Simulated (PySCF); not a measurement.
# A diatomic session: CaB+

What are the lowest state that PBE0 finds, the bond length, vibrational wavenumber and bond energy of CaB+, and how much do these hang on the method?

Method: Ca x2c-SVPall, B x2c-SVPall, spin-free X2C with a Gaussian nucleus; program: PySCF 2.14.0.

## 1. Input

The job is set up so:

| Property | Result |
| --- | --- |
| atoms | Ca, B |
| charge | 1 |
| basis | Ca x2c-SVPall, B x2c-SVPall |
| Hamiltonian | spin-free X2C with a Gaussian nucleus |
| basis functions | 38 |
| electrons treated | 24 |
| masses in u | 39.9626, 11.0093 |
| levels | PBE0, PBE, r²SCAN, MN15, BLYP, B97-3, HSE06, HF, MP2, SCS-MP2, CCSD, CCSD(T) |
| grid | 80 radial by 434 angular points |
| occupations | held fixed by the projection of orbital angular momentum |
| dissociation limit | Ca+ + B, each in its ground configuration |
| starting distance in angstrom | 2.505 |
| values of 2S to try | 0, 2 |

The run is started by

```sh
OMP_NUM_THREADS=1 python dia.py task.json out
```

Further steps of the session: PBE0 along the bond; Other states along the same grid; PBE (GGA); r²SCAN (meta-GGA); MN15 (hybrid meta-GGA); BLYP (GGA); B97-3; HSE06; UHF; Adding correlation.

Q: Predict the outcome of this session. Wanted: for each run, Re; ωe; De; μ.

As calculated:

Lowest PBE0 solution found, without spin–orbit coupling: ³Π (triplet), unpaired electrons σ ↑, π ↑. State 2 has its PBE0 minimum 0.28 eV higher, as a spin-mixed determinant (⟨S²⟩ = 1.01), so this is no gap between pure states. State 3 has its PBE0 minimum 0.34 eV higher. State 4 has its PBE0 minimum 0.35 eV higher, as a spin-mixed determinant (⟨S²⟩ = 0.42), so this is no gap between pure states. The other levels ran on the lowest alone.

| level | Re (Å) | ωe (cm⁻¹) | De (eV) | μ (D) |
| --- | --- | --- | --- | --- |
| UHF | 2.518 | 423 | 0.362 | -7.68 |
| UHF-MP2 | 2.516 | 390 | 0.54 | n/a |
| UHF-SCS-MP2 | 2.511 | 403 | 0.413 | n/a |
| UHF-CCSD | 2.549 | 348 | 0.484 | n/a |
| UHF-CCSD(T) | 2.556 | 350 | 0.54 | n/a |
| PBE | 2.471 | 422 | 1.56 | -4.97 |
| BLYP | 2.497 | 403 | 1.29 | -4.63 |
| r²SCAN | 2.459 | 443 | 1.57 | -5.79 |
| PBE0 | 2.453 | 445 | 1.32 | -5.82 |
| B97-3 | 2.449 | 456 | 1.25 | -6.34 |
| HSE06 | 2.455 | 442 | 1.31 | -5.73 |
| MN15 | 2.453 | 434 | 1.28 | -5.79 |

De is counted to Ca+ + B in their ground configurations. A positive dipole points from Ca to B; in an ion it is taken about the centre of mass and does not tell which atom is negative.

**Reading.** Bond lengths run from 2.449 Å (B97-3) to 2.556 Å (UHF-CCSD(T)). CCSD(T) can't serve as the judge here: for a weak bond in this basis it is far from its limit. Among the levels with a De in the table, it runs from 0.362 eV (UHF) to 1.57 eV (r²SCAN).

Correlated steps freeze 6 core orbitals.
